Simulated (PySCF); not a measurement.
# MoN₂⁻: relaxation and vibrations of the doublet

The task is one start of a wider search on MoN₂⁻: the doublet, from a linear start. It is relaxed, tested by its Hessian and followed downhill if it is a saddle.

Method: PBE, basis Mo def2-SVPD with ECP28, N def2-SVPD, scalar-relativistic core potentials, no spin–orbit coupling, density fitting; program: PySCF 2.14.0.

**1. The system as given**

3 atoms, charge -1, spin multiplicity 2.

Bond lengths: Mo1–N2 1.810 Å, Mo1–N3 1.810 Å. Angles: N2–Mo1–N3 180.0°.

Coordinates in bohr (charge -1 multiplicity 2):
```
Mo    0.0000    0.0000    0.0000
N     0.0000    0.0000    3.4204
N     0.0000    0.0000   -3.4204
```

**2. Linear start, doublet: relaxation**

The steps below are one call of a driver around PySCF. For each, scf.py gives the equivalent set-up of the SCF; relaxations use the driver's own optimiser. Before each start the driver seeks the lowest SCF state from one or more starting densities and follows internal instabilities, so scf.py alone need not reach the same state.

The program finds D∞h symmetry in the start, which this walk keeps.

scf.py

```python
from pyscf import gto, scf, dft
mol = gto.M(atom='''
Mo     0.000000     0.000000     0.000000
N      0.000000     0.000000     1.810000
N      0.000000     0.000000    -1.810000''',
    basis={'Mo': 'def2-SVPD', 'N': 'def2-SVPD'},
    ecp={'Mo': 'def2-SVPD'},
    charge=-1, spin=1)
mf = dft.UKS(mol, xc='PBE')
mf.grids.atom_grid = (50, 194)
aux = {'Mo': 'def2-universal-JKFIT', 'N': 'def2-universal-JKFIT'}
mf = mf.density_fit(auxbasis=aux)
mf.kernel()
```

Energy and gradient, step by step:

| step | energy (Eh) | change (kJ/mol) | largest symmetric gradient (Eh/bohr) |
| --- | --- | --- | --- |
| 0 | -177.402619 | 0.00 | 0.01582 |
| 1 | -177.403241 | -1.63 | 0.00243 |
| 2 | -177.403257 | -1.67 | 0.00013 |
| 3 | -177.403257 | -1.67 | 0.00000 |

The walk ran for 3.8 s (4 threads, shared host).

End point (D∞h, 3 steps, 1.7 kJ/mol gained): Mo–N 1.789 Å (×2); N–Mo–N 180.0°.

**3. Hessian and properties**

On the finer grid the gradient is checked again; gradients at displacements of ±0.01 bohr then give force constants and infrared intensities.

scf.py: that of step 2 with these lines changed.

```diff
@@ -3,3 +3,3 @@
-Mo     0.000000     0.000000     0.000000
-N      0.000000     0.000000     1.810000
-N      0.000000     0.000000    -1.810000''',
+Mo    -0.000000     0.000000     0.000000
+N      0.000000     0.000000     1.788790
+N     -0.000000    -0.000000    -1.788790''',
@@ -10 +10 @@
-mf.grids.atom_grid = (50, 194)
+mf.grids.atom_grid = (75, 302)
```

The driver hands on the density of the step before, so the log starts near convergence.

Log of the central SCF (cycles and frontier levels):

```text
init E= -177.40333619343
[... the frontier-level lines of each cycle are left out ...]
cycle= 1 E= -177.403336185369  delta_E= 8.06e-09  |g|= 0.00013  |ddm|= 0.000125
cycle= 2 E= -177.403335826107  delta_E= 3.59e-07  |g|= 0.000865  |ddm|= 0.000833
cycle= 3 E= -177.403336192072  delta_E= -3.66e-07  |g|= 5.62e-05  |ddm|= 0.000732
cycle= 4 E= -177.403336193626  delta_E= -1.55e-09  |g|= 7.18e-07  |ddm|= 4.78e-05
cycle= 5 E= -177.403336193627  delta_E= -3.98e-13  |g|= 5.93e-08  |ddm|= 1.81e-06
Extra cycle  E= -177.403336193626  delta_E= 9.66e-13  |g|= 1.18e-07  |ddm|= 1.98e-07
converged SCF energy = -177.403336193626  <S^2> = 1.8833824  2S+1 = 2.9212205
```

The whole step took 8.6 s.

Geometry: D∞h; Mo–N 1.789 Å (×2); N–Mo–N 180.0°.

Harmonic modes (main isotopes):

| symmetry | ω (cm⁻¹) | IR (km/mol) | μ (u) | type |
| --- | --- | --- | --- | --- |
| πu | 216i | 131 | 17.30 | bend |
| σu+ | 579 | 161 | 17.30 | stretch |
| σg+ | 886 | 0.0 | 14.00 | stretch |

With 2 modes imaginary (up to 216i cm⁻¹) this point is a saddle.

Constants and moments:

```
Dipole moment about the centre of mass                          : 0.00 D
Highest occupied level                                          : 0.44 eV
Lowest empty level                                              : 0.77 eV
Rotational constants                                            : 0.1881 cm⁻¹
Zero-point energy (real modes)                                  : 8.8 kJ/mol
Principal polarisabilities                                      : 97.3, 98.9, 98.9 bohr³
Principal traceless quadrupole moments about the centre of mass : -19.80, 9.90, 9.90 D Å
Spin squared ⟨S²⟩                                               : 1.883
```

Populations by atom (charges in e):

```csv
atom,Mulliken,Löwdin,polar tensor,spin (Mulliken),Mayer order to Mo1
Mo1,0.07,-0.10,0.66,2.59,–
"N2,3",-0.54,-0.45,-0.83,-0.80,2.22
```

Outer orbital energies (eV). α occupied: -9.32, -1.98, -1.98, -1.81, 0.20, 0.20, 0.29, 0.29; empty: 0.77, 2.06, 3.96, 3.96. β occupied: -12.20, -10.33, -2.71, -1.87, -1.87, -0.10, -0.10, 0.44; empty: 1.71, 2.37, 2.37, 4.14.

Mulliken populations on Mo1 (outside its core potential): s 2.11, p 6.83, d 4.94, f 0.04.

**4. Leaving the saddle point**

The start is the last point, displaced along its most imaginary mode.

The program finds C2v symmetry in the start, which this walk keeps.

scf.py: that of step 3 with these lines changed.

```diff
@@ -3,3 +3,3 @@
-Mo    -0.000000     0.000000     0.000000
-N      0.000000     0.000000     1.788790
-N     -0.000000    -0.000000    -1.788790''',
+Mo     0.004195     0.034069    -0.000000
+N     -0.014664    -0.119101     1.788790
+N     -0.014664    -0.119101    -1.788790''',
@@ -10 +10 @@
-mf.grids.atom_grid = (75, 302)
+mf.grids.atom_grid = (50, 194)
```

Energy and gradient, step by step:

| step | energy (Eh) | change (kJ/mol) | largest symmetric gradient (Eh/bohr) |
| --- | --- | --- | --- |
| 0 | -177.404804 | 0.00 | 0.00921 |
| 1 | -177.406284 | -3.89 | 0.01377 |
| 2 | -177.408982 | -10.97 | 0.04279 |
| 3 | -177.427860 | -60.53 | 0.03277 |
| 4 | -177.431463 | -69.99 | 0.08116 |
| 5 | -177.443973 | -102.84 | 0.05900 |
| 6 | -177.452673 | -125.68 | 0.03746 |
| 7 | -177.478450 | -193.36 | 0.06054 |
| 8 | -177.498672 | -246.45 | 0.02020 |
| 9 | -177.500399 | -250.98 | 0.01124 |
| 10 | -177.500823 | -252.10 | 0.00211 |
| 11 | -177.500828 | -252.11 | 0.00053 |
| 12 | -177.500828 | -252.11 | 0.00001 |

The walk took 22 s.

It settles in C2v symmetry, 252.1 kJ/mol below the start, after 12 steps: Mo–N 1.704 Å (×2); N–Mo–N 103.6°.

**5. Frequencies**

The same treatment as at the point before.

scf.py: that of step 4 with these lines changed.

```diff
@@ -3,3 +3,3 @@
-Mo     0.004195     0.034069    -0.000000
-N     -0.014664    -0.119101     1.788790
-N     -0.014664    -0.119101    -1.788790''',
+Mo     0.028635     0.232568    -0.000000
+N     -0.100105    -0.813022     1.338934
+N     -0.100105    -0.813022    -1.338934''',
@@ -10 +10 @@
-mf.grids.atom_grid = (50, 194)
+mf.grids.atom_grid = (75, 302)
```

Log of the central SCF (cycles and frontier levels):

```text
init E= -177.500863103806
[... the frontier-level lines of each cycle are left out ...]
cycle= 1 E= -177.500863024234  delta_E= 7.96e-08  |g|= 0.000416  |ddm|= 0.000513
cycle= 2 E= -177.500859638265  delta_E= 3.39e-06  |g|= 0.00272  |ddm|= 0.0033
cycle= 3 E= -177.500863096248  delta_E= -3.46e-06  |g|= 0.000148  |ddm|= 0.00282
cycle= 4 E= -177.500863105705  delta_E= -9.46e-09  |g|= 1.11e-05  |ddm|= 0.00013
cycle= 5 E= -177.500863105774  delta_E= -6.92e-11  |g|= 6.77e-07  |ddm|= 2.41e-05
Extra cycle  E= -177.500863105772  delta_E= 1.99e-12  |g|= 2.15e-06  |ddm|= 4.97e-06
converged SCF energy = -177.500863105772  <S^2> = 0.77445145  2S+1 = 2.0243038
```

The whole step took 12 s.

Geometry: C2v; Mo–N 1.704 Å (×2); N–Mo–N 103.6°.

Harmonic modes (main isotopes):

```tsv
symmetry	ω (cm⁻¹)	IR (km/mol)	type
a1	442	0.0	bend
b2	913	265	stretch
a1	1021	88.3	stretch
```

No imaginary mode, so this is a minimum.

Properties at this point:

| Quantity | Value |
| --- | --- |
| Dipole moment about the centre of mass | 3.34 D |
| Highest occupied level | 1.07 eV |
| Lowest empty level | 1.42 eV |
| Rotational constants | 0.6975, 0.3358, 0.2267 cm⁻¹ |
| Zero-point energy | 14.2 kJ/mol |
| Principal polarisabilities | 103.1, 111.0, 112.4 bohr³ |
| Principal traceless quadrupole moments about the centre of mass | -9.46, -0.31, 9.77 D Å |
| Entropy at 298.15 K and 1 bar (electronic part: spin only) | 269.5 J/(mol K) |
| Heat capacity Cp at 298.15 K | 42.5 J/(mol K) |
| Enthalpy at 298.15 K above 0 K | 10.85 kJ/mol |
| Rotational symmetry number | 2 |
| Spin squared ⟨S²⟩ | 0.774 |

Charges (e) and bond orders:

```
atom  Mulliken  Löwdin  polar tensor  spin (Mulliken)  Mayer order to Mo1
 Mo1     -0.20   -0.18          0.52             1.32                   –
N2,3     -0.40   -0.41         -0.76            -0.16                2.64
```

Outer orbital energies (eV). α occupied: -10.61, -2.42, -1.98, -1.83, -1.51, -0.99, 0.42, 1.07; empty: 1.73, 2.22, 4.08, 4.49. β occupied: -10.92, -10.73, -2.36, -1.98, -1.75, -1.42, -0.84, 1.03; empty: 1.42, 2.39, 2.79, 4.35.

Mulliken populations on Mo1 (outside its core potential): s 2.78, p 6.62, d 4.74, f 0.05.

**6. All stationary points**

| spin | group | bonds | imaginary modes (cm⁻¹) | ΔE (kJ/mol) | with zero-point energy |
| --- | --- | --- | --- | --- | --- |
| doublet | C2v | Mo–N 1.704 Å (×2) | none | 0.0 | 0.0 |
| broken-symmetry (Ms = 1/2) | D∞h | Mo–N 1.789 Å (×2) | 216i, 216i | 256.1 | – |

**7. What came out**

| quantity | value |
| --- | --- |
| minimum | doublet, C2v |
| geometry | Mo–N 1.704 Å (×2); N–Mo–N 103.6° |
| wavenumbers (cm⁻¹) | 442 (a1), 913 (b2), 1021 (a1) |
| dipole moment (centre of mass) | 3.34 D |
| highest occupied, lowest empty level (either spin) | 1.07, 1.42 eV |
| polar-tensor charge of Mo1 | +0.52 e |
| zero-point energy | 14.2 kJ/mol |
| entropy at 298.15 K | 269.5 J/(mol K) |
| ⟨S²⟩ | 0.774 |

What this shows: From D∞h at the start the molecule goes to a C2v minimum, after a stop at a second-order saddle point 256.1 kJ/mol higher, from which it was pushed off along an imaginary mode. The strongest infrared band lies at 913 cm⁻¹ (b2, stretch). Most of the spin sits on Mo1 (Mulliken spin 1.32, against 1 for the whole molecule). Only this shape and spin were tried, so other structures or states may lie lower. The highest occupied level lies above zero: either self-interaction error lifts it or the extra electron is not bound, and the basis holds it in place. One determinant may miss the lowest occupation of an open d or f shell.

The search up to here ran for 62 s (4 threads, shared host).
